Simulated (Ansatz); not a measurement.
Runs of Ansatz 0.2.0 on VWC2. The structure is trigonal, space group R-3m (No. 166). The conventional cell has a = 3.034 Å, b = 3.034 Å, c = 14.802 Å, α = 90.00°, β = 90.00°, γ = 120.00°. W (site symmetry -3m) is surrounded by 6 C at 2.17 Å. V (site symmetry -3m) has 6 C at 2.11 Å as nearest neighbours. C (site symmetry 3m) is surrounded by 3 V at 2.11 Å and 3 W at 2.17 Å. The cell comes from a database or a generator and needn't be the stable form of this composition.

```csv
level,gap on the mesh (eV),pressure (GPa),moment (μB),relaxed volume (Å³/atom)
PBEsol+D3(BJ)-ATM,none,0.0,0.00,9.38
PBEsol+D3(BJ),none,0.0,0.00,9.33
PBEsol+D4,none,0.0,0.00,9.42
PBEsol,none,0.0,0.00,(a)
```

Alike in all rows: task relaxation of cell and atoms; potentials or basis Ansatz PAW; spin collinear, ferromagnetic start; cell relaxed; k mesh 10 × 10 × 10; cutoff (eV) 420; smearing fermi-dirac 0.05 eV.

Question: Fill in the values left out.

Answer: (a) 9.53.

Caveats: the plane-wave basis is chosen anew once the cell has moved, so the energies of steps on either side of that aren't comparable; the PAW data sets come from PBE, with cores solved anew for the run's functional, which leaves a small shift of forces and pressure; the starting moments weren't kept; pairwise dispersion overbinds metals, which lowers pressure and volume (some runs).

A k mesh can miss the band edges, and the runs leave out spin-orbit coupling on W.

A gap of «none» marks a metal or a gap under the smearing width.
